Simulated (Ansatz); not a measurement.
I need cell relaxations under several functionals of Rb, space group I4/mmm. Use Ansatz 0.2.0 through its Python package. Settings (first run): PBEsol, PAW, cutoff 531 eV, 5×5×5 k-points, Gaussian smearing of 0.1 eV, D3BJ dispersion.

`rb.cif`
```cif
data_Rb
_cell_length_a 4.991573
_cell_length_b 4.991573
_cell_length_c 4.991573
_cell_angle_alpha 107.41609
_cell_angle_beta 107.41609
_cell_angle_gamma 113.66464
_symmetry_space_group_name_H-M 'P 1'
_symmetry_Int_Tables_number 1
loop_
_symmetry_equiv_pos_as_xyz
'x, y, z'
loop_
_atom_site_label
_atom_site_type_symbol
_atom_site_fract_x
_atom_site_fract_y
_atom_site_fract_z
Rb1 Rb    0.000000    0.000000    0.000000
```

Script `run_lattice.py`:
```python
'''Relaxed cell of Rb under several functionals.'''

from dataclasses import dataclass
import warnings

import ansatz
from ase.io import read
import numpy as np


@dataclass
class Options:
    smearing: str = 'Gaussian'
    mixing_beta: float = 0.1
    scf_tol: float = 1e-08
    max_iterations: int = 100


settings = Options()

def edges_and_angles(cell):
    cell = np.asarray(cell)
    a, b, c = np.linalg.norm(cell, axis=1)
    cosines = cell[1] @ cell[2] / (b * c), cell[0] @ cell[2] / (a * c), cell[0] @ cell[1] / (a * b)
    return (a, b, c, *np.degrees(np.arccos(cosines)))


def main() -> None:
    warnings.simplefilter('ignore', ansatz.DeckWarning)

    atoms = read('rb.cif')
    cell = ansatz.Crystal.from_ase(atoms)

    calculation = (
        cell.calculation()
        .basis(39 * ansatz.Ry)
        .accuracy('medium')
        .kpoints(5, center='gamma')  # the mesh must be finer for metals
        .occupations(settings.smearing)  # the run then minimises F = E - TS
        .mixing('msr1', beta=settings.mixing_beta)
        .scf(tolerance=settings.scf_tol, max_iterations=settings.max_iterations)
        .relax(cell=True)  # relax until the tolerances are met
    )

    levels = [('pbesol', 'd3bj'), ('lda', 'none'), ('blyp', 'd3bj')]
    print('level            a       b       c    alpha   beta  gamma  V/atom  steps')
    for name, dispersion in levels:
        seen = []
        run = calculation.functional(name, dispersion=dispersion).session().plan()
        outcome = run.execute(on_event=lambda e: seen.append(e) if e['event'] == 'relax_step' else None)
        cell = outcome.lattice.cell_ang
        label = name if dispersion == 'none' else f'{name}+{dispersion}'
        print('{:13s} {:7.4f} {:7.4f} {:7.4f} {:6.2f} {:6.2f} {:6.2f}'.format(label, *edges_and_angles(cell)), f'{abs(np.linalg.det(cell)) / len(outcome.lattice.sites):7.3f} {len(seen):5d}')


if __name__ == '__main__':
    main()
```

`python run_lattice.py` gives:
```text
level            a       b       c    alpha   beta  gamma  V/atom  steps
pbesol+d3bj    4.6903  4.6903  4.6903 106.97 106.97 114.60  78.949     6
lda            4.6561  4.6561  4.6561 106.90 106.90 114.75  77.207     6
blyp+d3bj      4.7060  4.7060  4.7060 106.97 106.97 114.61  79.744     6
```

From smallest to largest: LDA (77.21 Å³ an atom, -19.0 % against the start), PBEsol+D3BJ (78.95 Å³ an atom, -17.2 % against the start) and BLYP+D3BJ (79.74 Å³ an atom, -16.4 % against the start). The spread is 3.3 % in volume.

What to keep in mind:
- These settings explore the input space; cutoff and mesh may be short of convergence.
- BLYP and dispersion corrections can be off by several per cent in the lattices of metals, and by several GPa in the pressure at a fixed cell.
- For a metal this k-point mesh is coarse: on a finer one energies can move by several to tens of meV an atom and pressures by half a GPa or more, differences at one mesh by less.
- The program warned that this SCF threshold is loose for forces or stresses.
- These metals are very soft, so angles and axial ratios aren't settled by this mesh and stress tolerance.
- Edges and angles are those of the cell as typed, here a primitive one, not of the conventional cell.
- This isn't the structure that Rb takes at ambient conditions.
- The script silences the warnings on its input, which a real study should read.
- By the engine's processor time: 18 s on 1 thread of Intel(R) Xeon(R) Processor @ 2.30GHz, on a shared host, peak memory 0.65 GiB.

(A comment or docstring line of the script was reworded after the run, the code is as it ran.)
